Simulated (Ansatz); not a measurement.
Predict the output of the script below (the Ansatz DFT code, driven from Python).

The script, `ch4bclse.py`:
```python
'''Dipole of CH4BClSe in the field of point charges.'''

import ansatz as az
import numpy as np

params = {
    'basis': 'def2-SVP',
    'xc': 'B3LYP',
}

GEOMETRY = '''
C     0.06490    1.00870   -0.11330
B     0.36380   -0.49550   -0.18930
Cl    2.08410   -1.04470   -0.02660
Se   -1.01630   -1.84560   -0.45000
H     0.33800    1.45770    0.83680
H     0.54820    1.60250   -0.94110
H    -1.05010    1.20190   -0.24050
H    -1.24050   -1.94200    1.06810
'''

ch4bclse = az.Crystal.molecule()
for line in GEOMETRY.strip().splitlines():
    symbol, *xyz = line.split()
    ch4bclse = ch4bclse.atom(symbol, [float(v) for v in xyz])

setup = ch4bclse.calculation().basis(gaussian=params['basis']).functional(params['xc']).forces()
# charges +q and -q at -R and +R make a nearly even field 2 k q / R^2 at the centre
centre = np.mean([site.position_ang for site in ch4bclse.cartesian_sites], axis=0)
field = 2 * 14.399645 * 4.0 / 40.0 ** 2


def dipole(axis, sign):
    arm = 40.0 * np.eye(3)[axis]
    pair = [{'charge': sign * 4.0, 'position_ang': (centre - arm).tolist()}, {'charge': -sign * 4.0, 'position_ang': (centre + arm).tolist()}]
    deck = setup.input().set(az.key.basis.gaussian.point_charges, pair)
    return np.array(az.Session.from_dict(deck).plan().execute().report['charge_distribution']['dipole_moment_e_ang'])


print(f'field {field:.4f} V/A')
alpha = np.array([(dipole(axis, 1) - dipole(axis, -1)) / (2 * field) * 14.399645 for axis in range(3)])
print('polarisability tensor (A^3)')
print(np.array2string(alpha, precision=3, suppress_small=True))
print(f'mean {np.trace(alpha) / 3:.3f} A^3 = {np.trace(alpha) / 3 / 0.14818471:.2f} bohr^3')
```

```console
$ python ch4bclse.py
field 0.0720 V/A
polarisability tensor (A^3)
[[ 9.308  0.663  0.097]
 [ 0.679  8.076 -0.063]
 [ 0.093 -0.067  6.509]]
mean 7.964 A^3 = 53.74 bohr^3
```

These settings explore the input space; basis and method may be short of convergence. The geometry is a force-field or estimated start, not a minimum of this method, and the basis set is short of its limit. The field of two point charges is only nearly even. b3lyp holds the VWN-RPA fit, as in Gaussian; the form of ORCA and Turbomole is b3lyp5. Without diffuse functions polarisabilities are unreliable, as a rule too low, and they change with the bond lengths of this unrelaxed start. Wall time of the script: 14 s on 1 thread of Intel(R) Xeon(R) 6975P-C (Granite Rapids), with other jobs on the host, peak memory 0.28 GiB.

(Lines on the test bed's own set-up are left out of the output.)
